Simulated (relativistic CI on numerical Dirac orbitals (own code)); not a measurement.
# Pt⁴⁺ (5d6) in crystal fields: levels and magnetism

How does a crystal field split the 5d6 shell of Pt⁴⁺, and what follows for the ground state and χT? 6 fields tried.

Program: relativistic CI on numerical Dirac orbitals (own code) version 1. Level of theory: Dirac-Coulomb-Breit CI, KLI orbitals optimised for each configuration, model QED (radiative potential, 1s self-energy scaled to tabulated hydrogen-like ionisation energies), valence Slater integrals scaled by 0.85, one configuration in a parametric crystal field. These are calculated values, not measurements, unless marked.

## (1) What is computed

| Quantity | Value |
| --- | --- |
| ion | Pt⁴⁺ (Pt V) |
| nuclear charge | 78 |
| electrons | 74 |
| open shell | 5d6 |
| Slater scale | 0.85 |
| field 1 (cm⁻¹) | D3d, 10Dq = 58500, Dsigma = -250, Dtau = -300 |
| field 2 (cm⁻¹) | D4h, 10Dq = 36400, Ds = -1230, Dt = 430 |
| field 3 (cm⁻¹) | Td, 10Dq = -6950 |
| field 4 (cm⁻¹) | D4h, 10Dq = 23900, Ds = 1540, Dt = -770 |
| field 5 (cm⁻¹) | Oh, 10Dq = 25750 |
| field 6 (cm⁻¹) | Td, 10Dq = -28200 |

The outer shells:

[Xe] 4f14 5d6
```
[Xe] core
4f [↑↓][↑↓][↑↓][↑↓][↑↓][↑↓][↑↓]
5d [↑↓][↑ ][↑ ][↑ ][↑ ]
```

## (2) Field 1: D3d, 10Dq = 58500, Dsigma = -250, Dtau = -300

Settings of the run:

```ini
atom Pt  Z=78  charge=4  electrons=74
nucleus A=195  rms_radius_fm=5.4270
hamiltonian dirac-coulomb  breit=on  qed=on  c_scale=1
orbitals kli  potential=per-configuration
slater_scale 0.85
correlation none
mixing on
configurations
  [Xe] 4f14 5d6
end
crystal_field D3d 10Dq=58500 Dsigma=-250 Dtau=-300
```

## (3) Field 2: D4h, 10Dq = 36400, Ds = -1230, Dt = 430

The settings differ from step 2 so:

```diff
@@ -10,2 +10,2 @@
 end
-crystal_field D3d 10Dq=58500 Dsigma=-250 Dtau=-300
+crystal_field D4h 10Dq=36400 Ds=-1230 Dt=430
```

## (4) Field 3: Td, 10Dq = -6950

The settings differ from step 3 so:

```diff
@@ -10,2 +10,2 @@
 end
-crystal_field D4h 10Dq=36400 Ds=-1230 Dt=430
+crystal_field Td 10Dq=-6950
```

## (5) Field 4: D4h, 10Dq = 23900, Ds = 1540, Dt = -770

The settings differ from step 4 so:

```diff
@@ -10,2 +10,2 @@
 end
-crystal_field Td 10Dq=-6950
+crystal_field D4h 10Dq=23900 Ds=1540 Dt=-770
```

## (6) Field 5: Oh, 10Dq = 25750

The settings differ from step 5 so:

```diff
@@ -10,2 +10,2 @@
 end
-crystal_field D4h 10Dq=23900 Ds=1540 Dt=-770
+crystal_field Oh 10Dq=25750
```

## (7) Field 6: Td, 10Dq = -28200

The settings differ from step 6 so:

```diff
@@ -10,2 +10,2 @@
 end
-crystal_field Oh 10Dq=25750
+crystal_field Td 10Dq=-28200
```

(Steps that only read results are left out.)

What does the calculation give? Wanted: ground spin.

The runs gave:

| field | ground state | degeneracy | S | J | first gap (cm⁻¹) | stabilisation (cm⁻¹) | χT at 2 K | χT at 300 K |
| --- | --- | --- | --- | --- | --- | --- | --- | --- |
| 1: D3d | A1 | 1 | 0.10 | 4.45 | 44890 | -101558 | 0.000 | 0.024 |
| 2: D4h | A1 | 1 | 0.26 | 4.37 | 20866 | -47881 | 0.000 | 0.042 |
| 3: Td | A1 | 1 | 1.84 | 3.86 | 138 | -2089 | 0.037 | 3.617 |
| 4: D4h | A1 | 1 | 0.37 | 4.30 | 15530 | -35982 | 0.000 | 0.054 |
| 5: Oh | A1 | 1 | 0.41 | 4.28 | 14097 | -30242 | 0.000 | 0.060 |
| 6: Td | E | 2 | 1.17 | 3.69 | 344 | -22768 | 0.005 | 0.555 |

χT is in cm³ K/mol; stabilisation counts from the free ion's lowest level; S and J come from the expectation values of their squares.

| quantity | value |
| --- | --- |
| ground spin (effective S from ⟨S²⟩) | 1: 0.10, 2: 0.26, 3: 1.84, 4: 0.37, 5: 0.41, 6: 1.17 |
| χT at 300 K | 0.02 to 3.62 cm³ K/mol |

What this shows: The ground spin ranges from 0.10 to 1.84 over these fields. Fields 1, 2, 3, 4, 5 leave a non-degenerate ground state well apart, so χT falls towards zero on cooling. The field is a set of parameters, without covalency or charge transfer.
